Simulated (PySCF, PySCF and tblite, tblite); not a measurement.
# C4H9BO: a path driven as ring inversion, and NMR exchange

Aim: the barrier and rate of ring inversion in C4H9BO (`B1CCCOC1`), and what it does to NMR lines.

Computed with tblite 0.8.0 (tight binding) and PySCF 2.14.0 (DFT, with response routines of our own); each step states its level. Atoms count from 0 throughout.

### 1 The starting structure

15 atoms, charge 0, multiplicity 1; geometry from: force field or distance geometry start.

Bonds of the start (Å): B0–C1 1.58, B0–C5 1.59, B0–H6 1.19, C1–C2 1.55, C1–H7 1.10, C1–H8 1.12, C2–C3 1.55, C2–H10 1.10, C2–H9 1.11, C3–H11 1.10, C3–H12 1.11, C3–O4 1.42, C5–H13 1.10, C5–H14 1.11, O4–C5 1.43.

### 2 GFN2-xTB relaxation, start minimum

The job: settings as JSON, then the geometry in Å.

```
{"job": {"xc": "GFN2-xTB", "basis": "xTB", "kind": "relax"}, "charge": 0, "multiplicity": 1}
B     -1.483200    -0.082500    -0.043500
C     -0.449800    -1.248400    -0.290800
C      0.907100    -0.895000     0.373000
C      1.302100     0.571100     0.055100
O      0.346100     1.468900     0.600500
C     -0.878100     1.390600    -0.127900
H     -2.516100    -0.276100     0.506400
H     -0.297900    -1.377000    -1.371100
H     -0.829400    -2.204900     0.145600
H      0.819200    -1.024500     1.476100
H      1.681300    -1.583300    -0.006400
H      1.439900     0.709000    -1.029900
H      2.276300     0.767100     0.557800
H     -1.593300     2.101600     0.319600
H     -0.728600     1.691400    -1.186600
```

Launch:

```sh
OMP_NUM_THREADS=1 python ens_run.py task.json out
```

The driver reads the study from task.json and runs its stages one after another.

Output:

```text
step      E/eV     max force
  0    -501.33230    1.069
  1    -501.39953    0.570
  2    -501.44373    0.366
  3    -501.45859    0.280
  4    -501.46844    0.232
  5    -501.47755    0.286
  6    -501.48713    0.225
  7    -501.49312    0.181
  8    -501.49714    0.154
  9    -501.50133    0.163
 10    -501.50669    0.205
 11    -501.51253    0.175
 12    -501.51871    0.219
 13    -501.52549    0.235
 14    -501.53292    0.227
 15    -501.53936    0.240
 16    -501.54377    0.169
 17    -501.54660    0.119
 18    -501.54897    0.129
 19    -501.55159    0.141
 20    -501.55424    0.134
 21    -501.55715    0.140
 22    -501.56078    0.169
 23    -501.56555    0.226
 24    -501.57148    0.250
 25    -501.57742    0.187
 26    -501.58450    0.309
 27    -501.59201    0.261
 28    -501.60564    0.255
 29    -501.61076    0.209
 30    -501.61842    0.195
 31    -501.62317    0.225
 32    -501.62858    0.201
 33    -501.63248    0.185
 34    -501.63489    0.141
 35    -501.63671    0.092
 36    -501.63799    0.075
 37    -501.63892    0.089
 38    -501.63952    0.064
 39    -501.64011    0.074
 40    -501.64056    0.068
 41    -501.64081    0.040
 42    -501.64094    0.027
 43    -501.64101    0.023
 44    -501.64108    0.022
 45    -501.64114    0.017
 46    -501.64119    0.016
 47    -501.64122    0.014
 48    -501.64125    0.011
 49    -501.64126    0.011
 50    -501.64127    0.010
 51    -501.64128    0.009
 52    -501.64129    0.006
 53    -501.64130    0.005
 54    -501.64130    0.005
 55    -501.64130    0.006
 56    -501.64131    0.004
 57    -501.64131    0.004
 58    -501.64131    0.004
 59    -501.64132    0.004
 60    -501.64132    0.004
 61    -501.64132    0.004
 62    -501.64132    0.004
 63    -501.64133    0.004
 64    -501.64133    0.005
 65    -501.64133    0.005
 66    -501.64134    0.004
 67    -501.64134    0.005
 68    -501.64134    0.005
 69    -501.64135    0.005
 70    -501.64135    0.004
 71    -501.64135    0.004
 72    -501.64136    0.004
 73    -501.64136    0.003
 74    -501.64136    0.002
```

Run time: 0.29 s. Hardware: 1 thread of INTEL XEON PLATINUM 8581C at 2.30GHz, shared host.

Relaxing gained 0.309 eV and moved the atoms by 0.35 Å on average (rms).

### 3 Relaxed scan, ring torsion 0 driven

The job: settings as JSON, then the geometry in Å.

```
{"job": {"xc": "GFN2-xTB", "basis": "xTB", "coordinate": [["t", [5, 0, 1, 2], 1.0]], "kind": "drive"}, "charge": 0, "multiplicity": 1}
B     -1.441737    -0.067834    -0.184719
C     -0.431775    -1.271189    -0.158047
C      0.934504    -0.882841     0.419303
C      1.317888     0.522946    -0.047568
O      0.466616     1.509647     0.481454
C     -0.888718     1.383724     0.057330
H     -2.570811    -0.210687    -0.456479
H     -0.299176    -1.601919    -1.195233
H     -0.826316    -2.143784     0.367857
H      0.883510    -0.876054     1.509658
H      1.708900    -1.590420     0.117516
H      1.308617     0.561866    -1.148995
H      2.317824     0.788752     0.304570
H     -1.471150     1.938819     0.799717
H     -1.012590     1.946965    -0.888277
```

Output:

```text
point  coordinate     E/eV
  0      6.700     -501.63758
  1      0.300     -501.62776
  2     -6.100     -501.61266
  3    -12.500     -501.59327
```

Run time: 0.3 s. Hardware: 1 thread of INTEL XEON PLATINUM 8581C at 2.30GHz, shared host.

The highest point is number 3, 1.0 kcal/mol above the first.

### 4 Relaxed scan, ring torsion 2 driven

The job: settings as JSON, then the geometry in Å.

```
{"job": {"xc": "GFN2-xTB", "basis": "xTB", "coordinate": [["t", [1, 2, 3, 4], 1.0]], "kind": "drive"}, "charge": 0, "multiplicity": 1}
B     -1.440711    -0.068877    -0.196405
C     -0.428663    -1.270532    -0.170346
C      0.934903    -0.882173     0.413419
C      1.317041     0.526516    -0.045700
O      0.461914     1.508926     0.485128
C     -0.891615     1.382664     0.055206
H     -2.568756    -0.213014    -0.471911
H     -0.291618    -1.598204    -1.207844
H     -0.824233    -2.145208     0.351169
H      0.880573    -0.880376     1.503625
H      1.711624    -1.586872     0.110953
H      1.311103     0.570528    -1.147002
H      2.315222     0.792796     0.311161
H     -1.477955     1.931292     0.799331
H     -1.013595     1.951985    -0.887008
```

Output:

```text
point  coordinate     E/eV
  0     53.800     -501.60169
  1     40.800     -501.51036
  2     26.700     -501.49816
  3     13.400     -501.48330
  4      0.100     -501.47416
  5    -13.200     -501.46787
  6    -26.400     -501.46311
  7    -39.800     -501.45917
  8    -53.700     -501.57306
  9    -66.400     -501.64116
```

Wall time 1.9 s (1 thread of INTEL XEON PLATINUM 8581C at 2.30GHz, shared host).

The highest point is number 7, 3.3 kcal/mol above the first.

### 5 Nudged elastic band, leg 1

The job: settings as JSON, then the geometry in Å.

```
{"job": {"xc": "GFN2-xTB", "basis": "xTB", "kind": "neb"}, "charge": 0, "multiplicity": 1}
B     -1.441737    -0.067834    -0.184719
C     -0.431775    -1.271189    -0.158047
C      0.934504    -0.882841     0.419303
C      1.317888     0.522946    -0.047568
O      0.466616     1.509647     0.481454
C     -0.888718     1.383724     0.057330
H     -2.570811    -0.210687    -0.456479
H     -0.299176    -1.601919    -1.195233
H     -0.826316    -2.143784     0.367857
H      0.883510    -0.876054     1.509658
H      1.708900    -1.590420     0.117516
H      1.308617     0.561866    -1.148995
H      2.317824     0.788752     0.304570
H     -1.471150     1.938819     0.799717
H     -1.012590     1.946965    -0.888277
```

Output:

```text
image   E - E0 / eV
  0       0.0000
  1       0.0729
  2       0.1517
  3       0.1649
  4       0.1824
  5       0.0873
  6       0.0000
```

Run time: 1.3 s. Hardware: 1 thread of INTEL XEON PLATINUM 8581C at 2.30GHz, shared host; peak memory 0.2 GiB.

The highest point is number 4, 4.2 kcal/mol above the first.

### 6 Saddle search, leg 1

The job: settings as JSON, then the geometry in Å.

```
{"job": {"xc": "GFN2-xTB", "basis": "xTB", "kind": "saddle"}, "charge": 0, "multiplicity": 1}
B     -1.501088    -0.156215    -0.213058
C     -0.466064    -1.246963     0.239366
C      0.929748    -0.787142    -0.203845
C      1.297052     0.549724     0.441880
O      0.271354     1.525912     0.493455
C     -0.901186     1.296610    -0.283370
H     -2.598503    -0.375313    -0.549309
H     -0.668661    -2.250725    -0.137052
H     -0.469389    -1.322811     1.331762
H      1.695357    -1.515467     0.069162
H      0.939098    -0.687167    -1.291859
H      2.159165     0.982807    -0.089183
H      1.596951     0.380494     1.484143
H     -1.590181     2.076040     0.054372
H     -0.693655     1.530216    -1.346464
```

Output:

```text
step      E/eV     max force
  0    -501.45893   0.0132
  1    -501.45957   0.0320
  2    -501.45956   0.0051
  3    -501.45962   0.0032
lowest wavenumbers (cm-1): -91.8 158.7 222.0 376.9 454.8 531.5
```

It took 1.4 s on 1 thread of INTEL XEON PLATINUM 8581C at 2.30GHz, shared host; peak memory 0.2 GiB.

Point group C1; 1 imaginary mode, 92i cm⁻¹, carried by O4, C3, H11, H12. Steps downhill from it reached both ends.

### 7 DFT refinement, start: PBE0-D3(BJ)/def2-SVP

The job: settings as JSON, then the geometry in Å.

```
{"job": {"xc": "PBE0", "basis": "def2-SVP", "kind": "refine"}, "charge": 0, "multiplicity": 1}
B     -1.441737    -0.067834    -0.184719
C     -0.431775    -1.271189    -0.158047
C      0.934504    -0.882841     0.419303
C      1.317888     0.522946    -0.047568
O      0.466616     1.509647     0.481454
C     -0.888718     1.383724     0.057330
H     -2.570811    -0.210687    -0.456479
H     -0.299176    -1.601919    -1.195233
H     -0.826316    -2.143784     0.367857
H      0.883510    -0.876054     1.509658
H      1.708900    -1.590420     0.117516
H      1.308617     0.561866    -1.148995
H      2.317824     0.788752     0.304570
H     -1.471150     1.938819     0.799717
H     -1.012590     1.946965    -0.888277
```

Output:

```text
step      E/eV     max force
  0     -7004.35790   1.2486
  1     -7004.43252   0.2446
  2     -7004.43621   0.0796
  3     -7004.43670   0.0653
  4     -7004.43691   0.0087
```

Run time: 45 s. Hardware: 1 thread of INTEL XEON PLATINUM 8581C at 2.30GHz, shared host; peak memory 0.57 GiB.

The energy fell by 0.079 eV, and the atoms moved 0.06 Å (root mean square).

DFT refinement, saddle of leg 1: PBE0-D3(BJ)/def2-SVP:

The job: settings as JSON, then the geometry in Å.

```
{"job": {"xc": "PBE0", "basis": "def2-SVP", "kind": "refine"}, "charge": 0, "multiplicity": 1}
B     -1.505849    -0.154144    -0.213967
C     -0.470049    -1.248434     0.228104
C      0.933221    -0.791470    -0.192569
C      1.296383     0.556209     0.437582
O      0.254814     1.511197     0.525225
C     -0.900978     1.297656    -0.281872
H     -2.610889    -0.371536    -0.525625
H     -0.670828    -2.245928    -0.167163
H     -0.489410    -1.343320     1.318872
H      1.692853    -1.517358     0.103454
H      0.961209    -0.707613    -1.281700
H      2.133242     1.000423    -0.125207
H      1.633268     0.400917     1.470101
H     -1.590249     2.081971     0.043830
H     -0.666736     1.531431    -1.339064
```

Output:

```text
step      E/eV     max force
  0     -7004.15450   1.4205
  1     -7004.22222   0.2317
  2     -7004.22626   0.0577
  3     -7004.22640   0.0241
  4     -7004.22592   0.0535
  5     -7004.22621   0.0251
  6     -7004.22626   0.0145
```

It took 59 s on 1 thread of INTEL XEON PLATINUM 8581C at 2.30GHz, shared host; peak memory 0.61 GiB.

The energy fell by 0.072 eV, and the atoms moved 0.04 Å (root mean square).

### 8 Shieldings, start: PBE0/pcSseg-1

The job: settings as JSON, then the geometry in Å.

```
{"job": {"kind": "nmr", "xc": "PBE0", "basis": "pcSseg-1", "pop": false}, "charge": 0, "multiplicity": 1}
B     -1.433987    -0.066003    -0.149582
C     -0.435134    -1.264799    -0.119533
C      0.952053    -0.885022     0.399533
C      1.321715     0.533447    -0.012692
O      0.446972     1.492900     0.515129
C     -0.876153     1.381368     0.043058
H     -2.606015    -0.213224    -0.423915
H     -0.380093    -1.555423    -1.192331
H     -0.854972    -2.159197     0.370649
H      0.965886    -0.928819     1.501713
H      1.727708    -1.586340     0.048795
H      1.354786     0.605275    -1.123088
H      2.325415     0.795646     0.355146
H     -1.522045     1.972974     0.715702
H     -0.990549     1.885205    -0.950496
```

Output:

```text
coarse grid: 12096 points
cycle   1  E = -257.4404547371  dE =  6.552e-01  |g| = 5.676e-01  |ddm| = 3.260e+00
cycle   2  E = -257.3884026073  dE =  5.205e-02  |g| = 7.871e-01  |ddm| = 1.277e+00
cycle   3  E = -257.5075771778  dE = -1.192e-01  |g| = 7.912e-02  |ddm| = 8.235e-01
cycle   4  E = -257.5085487938  dE = -9.716e-04  |g| = 3.367e-02  |ddm| = 7.543e-02
cycle   5  E = -257.5088055080  dE = -2.567e-04  |g| = 6.978e-03  |ddm| = 3.164e-02
cycle   6  E = -257.5088160026  dE = -1.049e-05  |g| = 7.584e-04  |ddm| = 6.476e-03
cycle   7  E = -257.5088161418  dE = -1.392e-07  |g| = 2.800e-04  |ddm| = 1.001e-03
final grid: 115600 points
cycle   8  E = -257.5530344546  dE = -2.687e-05  |g| = 1.112e-02  |ddm| = 2.605e-02
cycle   9  E = -257.5530110717  dE =  2.338e-05  |g| = 1.592e-02  |ddm| = 1.757e-02
cycle  10  E = -257.5530588400  dE = -4.777e-05  |g| = 1.120e-03  |ddm| = 1.084e-02
cycle  11  E = -257.5530591146  dE = -2.746e-07  |g| = 1.688e-04  |ddm| = 1.215e-03
cycle  12  E = -257.5530591204  dE = -5.804e-09  |g| = 3.791e-05  |ddm| = 1.750e-04
cycle  13  E = -257.5530591207  dE = -2.804e-10  |g| = 1.471e-05  |ddm| = 4.384e-05
converged SCF energy = -257.5530591207

GIAO shielding tensors (ppm)
atom      isotropic    diamagn.    paramagn.     s11        s22        s33       span
  0 B       13.286     190.269    -176.983    -78.861     -5.464    124.182    203.043
  1 C      157.061     250.514     -93.453    129.354    154.672    187.157     57.803
  2 C      159.386     247.203     -87.817    146.400    164.153    167.605     21.205
  3 C      115.845     245.165    -129.320     93.930    102.683    150.922     56.992
  4 O      315.759     394.873     -79.114    259.219    306.772    381.286    122.067
  5 C      110.902     247.440    -136.537     82.176    102.636    147.895     65.719
  6 H       23.797      28.685      -4.888     18.672     25.505     27.214      8.542
  7 H       30.240      29.670       0.571     25.738     28.847     36.136     10.398
  8 H       29.221      29.157       0.063     24.397     27.990     35.275     10.878
  9 H       29.573      30.228      -0.655     25.801     28.043     34.875      9.075
 10 H       29.872      29.853       0.019     25.227     28.349     36.039     10.811
 11 H       28.159      30.491      -2.331     23.354     28.242     32.881      9.527
 12 H       27.417      28.970      -1.553     22.914     27.105     32.233      9.319
 13 H       26.812      28.022      -1.210     22.725     25.138     32.572      9.847
 14 H       27.478      28.076      -0.598     23.010     25.722     33.702     10.691
```

Wall time 12 s (1 thread of INTEL XEON PLATINUM 8581C at 2.30GHz, shared host); peak memory 0.75 GiB.

Key values: HOMO -6.91 eV, LUMO -0.89 eV; dipole 1.38 D.

### 9 Shieldings, saddle of leg 1: PBE0/pcSseg-1

The job: settings as JSON, then the geometry in Å.

```
{"job": {"kind": "nmr", "xc": "PBE0", "basis": "pcSseg-1", "pop": false}, "charge": 0, "multiplicity": 1}
B     -1.473826    -0.146480    -0.211206
C     -0.457618    -1.250096     0.226416
C      0.939655    -0.784944    -0.189756
C      1.308852     0.555662     0.436574
O      0.284267     1.522943     0.475309
C     -0.893264     1.303305    -0.263919
H     -2.612343    -0.361825    -0.566697
H     -0.699711    -2.256363    -0.149025
H     -0.519803    -1.317088     1.332992
H      1.720229    -1.512654     0.086312
H      0.978739    -0.709507    -1.290545
H      2.187344     0.974013    -0.092815
H      1.622800     0.389568     1.483633
H     -1.621286     2.059463     0.076164
H     -0.764034     1.534001    -1.353438
```

Output:

```text
coarse grid: 12096 points
cycle   1  E = -257.4311662057  dE =  6.483e-01  |g| = 5.705e-01  |ddm| = 3.265e+00
cycle   2  E = -257.3799268974  dE =  5.124e-02  |g| = 7.877e-01  |ddm| = 1.300e+00
cycle   3  E = -257.4982368098  dE = -1.183e-01  |g| = 7.814e-02  |ddm| = 8.378e-01
cycle   4  E = -257.4991949820  dE = -9.582e-04  |g| = 3.288e-02  |ddm| = 7.522e-02
cycle   5  E = -257.4994403258  dE = -2.453e-04  |g| = 7.149e-03  |ddm| = 3.150e-02
cycle   6  E = -257.4994513820  dE = -1.106e-05  |g| = 7.924e-04  |ddm| = 6.516e-03
cycle   7  E = -257.4994515361  dE = -1.542e-07  |g| = 2.811e-04  |ddm| = 1.074e-03
final grid: 115600 points
cycle   8  E = -257.5449423029  dE = -2.733e-05  |g| = 1.131e-02  |ddm| = 2.508e-02
cycle   9  E = -257.5449186788  dE =  2.362e-05  |g| = 1.609e-02  |ddm| = 1.814e-02
cycle  10  E = -257.5449678958  dE = -4.922e-05  |g| = 1.149e-03  |ddm| = 1.115e-02
cycle  11  E = -257.5449681839  dE = -2.881e-07  |g| = 1.907e-04  |ddm| = 1.287e-03
cycle  12  E = -257.5449681912  dE = -7.240e-09  |g| = 3.802e-05  |ddm| = 1.891e-04
cycle  13  E = -257.5449681914  dE = -2.724e-10  |g| = 1.769e-05  |ddm| = 4.508e-05
converged SCF energy = -257.5449681914

GIAO shielding tensors (ppm)
atom      isotropic    diamagn.    paramagn.     s11        s22        s33       span
  0 B        9.942     190.380    -180.438    -77.487    -13.631    120.944    198.431
  1 C      161.470     250.760     -89.291    139.114    151.707    193.588     54.473
  2 C      163.567     249.506     -85.940    156.572    162.588    171.540     14.968
  3 C      118.830     241.744    -122.914     94.291    103.523    158.678     64.387
  4 O      338.475     394.732     -56.257    285.082    319.887    410.457    125.375
  5 C      115.341     247.326    -131.985     89.560    109.031    147.430     57.870
  6 H       23.361      28.658      -5.297     18.254     24.985     26.844      8.590
  7 H       29.356      29.624      -0.268     24.898     27.670     35.498     10.600
  8 H       30.333      29.822       0.511     25.266     29.107     36.625     11.359
  9 H       29.730      29.913      -0.182     25.551     27.812     35.828     10.277
 10 H       29.803      31.418      -1.615     25.718     27.924     35.767     10.049
 11 H       27.258      28.591      -1.333     22.411     27.027     32.336      9.925
 12 H       27.286      29.307      -2.021     22.442     26.856     32.559     10.117
 13 H       26.983      28.037      -1.054     22.532     25.444     32.975     10.443
 14 H       27.530      28.440      -0.911     23.345     25.434     33.809     10.464
```

Run time: 12 s. Hardware: 1 thread of INTEL XEON PLATINUM 8581C at 2.30GHz, shared host; peak memory 0.75 GiB.

This run: HOMO -6.76 eV, LUMO -0.94 eV; dipole 1.40 D.

### 10 Kinetics and line shapes

The job: settings as JSON, then the geometry in Å.

```
{"job": {"smiles": "B1CCCOC1", "charge": 0, "mult": 1, "motion": "ring", "what": "6-membered ring", "atoms": [0, 1, 2, 3, 4, 5], "ring": [0, 1, 2, 3, 4, 5], "study": "path", "level": {"kind": "nmr", "xc": "PBE0", "basis": "pcSseg-1"}, "fields": [360, 800, 900], "first": 0, "seed": 741, "refine": {"xc": "PBE0", "basis": "def2-SVP"}, "kind": "path"}, "charge": 0, "multiplicity": 1}
B     -1.441737    -0.067834    -0.184719
C     -0.431775    -1.271189    -0.158047
C      0.934504    -0.882841     0.419303
C      1.317888     0.522946    -0.047568
O      0.466616     1.509647     0.481454
C     -0.888718     1.383724     0.057330
H     -2.570811    -0.210687    -0.456479
H     -0.299176    -1.601919    -1.195233
H     -0.826316    -2.143784     0.367857
H      0.883510    -0.876054     1.509658
H      1.708900    -1.590420     0.117516
H      1.308617     0.561866    -1.148995
H      2.317824     0.788752     0.304570
H     -1.471150     1.938819     0.799717
H     -1.012590     1.946965    -0.888277
```

Output:

```text
stationary points (kcal/mol above the start)
  n  kind          group   xTB      DFT    lowest mode
  0  minimum      C1       0.00     0.00     139.5
  1  saddle       C1       4.19     5.04     -91.8
  2  minimum      C1       0.00     0.00     138.5

GFN2-xTB energies: T/K, barrier G, reaction G (kcal/mol), k forward, k back (1/s)
 150.00     4.00    -0.00    9.2e+06   9.06e+06
 200.00     4.06    -0.01   3.05e+08   3.01e+08
 250.00     4.13    -0.01   2.53e+09    2.5e+09
 298.15     4.22    -0.01      1e+10    9.9e+09
 350.00     4.33    -0.01    2.9e+10   2.86e+10
 400.00     4.44    -0.01   6.23e+10   6.16e+10
 500.00     4.71    -0.01   1.83e+11   1.81e+11

PBE0-D3(BJ)/def2-SVP energies: T/K, barrier G, reaction G (kcal/mol), k forward, k back (1/s)
 150.00     4.67    -0.01   9.83e+05   9.66e+05
 200.00     4.73    -0.01    5.7e+07   5.61e+07
 250.00     4.80    -0.01   6.62e+08   6.53e+08
 298.15     4.89    -0.01   3.25e+09   3.21e+09
 350.00     4.99    -0.01   1.11e+10    1.1e+10
 400.00     5.11    -0.01   2.69e+10   2.66e+10
 500.00     5.37    -0.01   9.34e+10   9.24e+10

PBE0/pcSseg-1 + D3(BJ) energies: T/K, barrier G, reaction G (kcal/mol), k forward, k back (1/s)
 150.00     4.85    -0.01   5.34e+05   5.25e+05
 200.00     4.91    -0.01    3.6e+07   3.55e+07
 250.00     4.98    -0.01   4.59e+08   4.53e+08
 298.15     5.07    -0.01   2.39e+09   2.36e+09
 350.00     5.18    -0.01   8.55e+09   8.45e+09
 400.00     5.29    -0.01   2.14e+10   2.12e+10
 500.00     5.56    -0.01   7.78e+10   7.69e+10
```

Run time: 2.3 min. Hardware: 1 thread of INTEL XEON PLATINUM 8581C at 2.30GHz, shared host; peak memory 0.75 GiB. This counts the whole study up to here.

Barriers by level (kcal/mol; entropies in cal/(mol K)). Zero-point and thermal terms come from xTB in every row. ΔG‡ leaves symmetry out; the rate counts equivalent paths (a factor of 2); effective ΔG‡, where given, is the barrier that would give that rate by Eyring's equation alone:

```csv
level,ΔE‡,with zero-point,ΔH‡,ΔS‡,ΔG‡ (298 K),ΔE of reaction,k at 298 K (1/s),effective ΔG‡
GFN2-xTB,4.19,3.93,3.60,-2.1,4.22,0.00,1e+10,3.81
PBE0-D3(BJ)/def2-SVP,4.86,4.60,4.27,-2.1,4.89,0.00,3.2e+09,4.48
PBE0/pcSseg-1 + D3(BJ),5.04,4.78,4.45,-2.1,5.07,0.00,2.4e+09,4.66
```

Sites that the driver pairs across this motion, and where their lines would merge (no couplings; faster rotations or exchange between molecules can average them sooner):

```csv
nucleus,sites: shielding (ppm),proton frequency (MHz),spread (Hz),coalescence (K),lines at 298 K
¹H,H7: 30.24; H8: 29.22,360,367,108,1
¹H,H7: 30.24; H8: 29.22,800,816,112,1
¹H,H7: 30.24; H8: 29.22,900,918,113,1
¹H,H11: 28.16; H12: 27.42,360,267,107,1
¹H,H11: 28.16; H12: 27.42,800,594,110,1
¹H,H11: 28.16; H12: 27.42,900,668,111,1
¹H,H13: 26.81; H14: 27.48,360,240,106,1
¹H,H13: 26.81; H14: 27.48,800,533,110,1
¹H,H13: 26.81; H14: 27.48,900,600,110,1
¹H,H9: 29.57; H10: 29.87,360,108,103,1
¹H,H9: 29.57; H10: 29.87,800,239,106,1
¹H,H9: 29.57; H10: 29.87,900,269,107,1
```

[end of part 1 of 2]
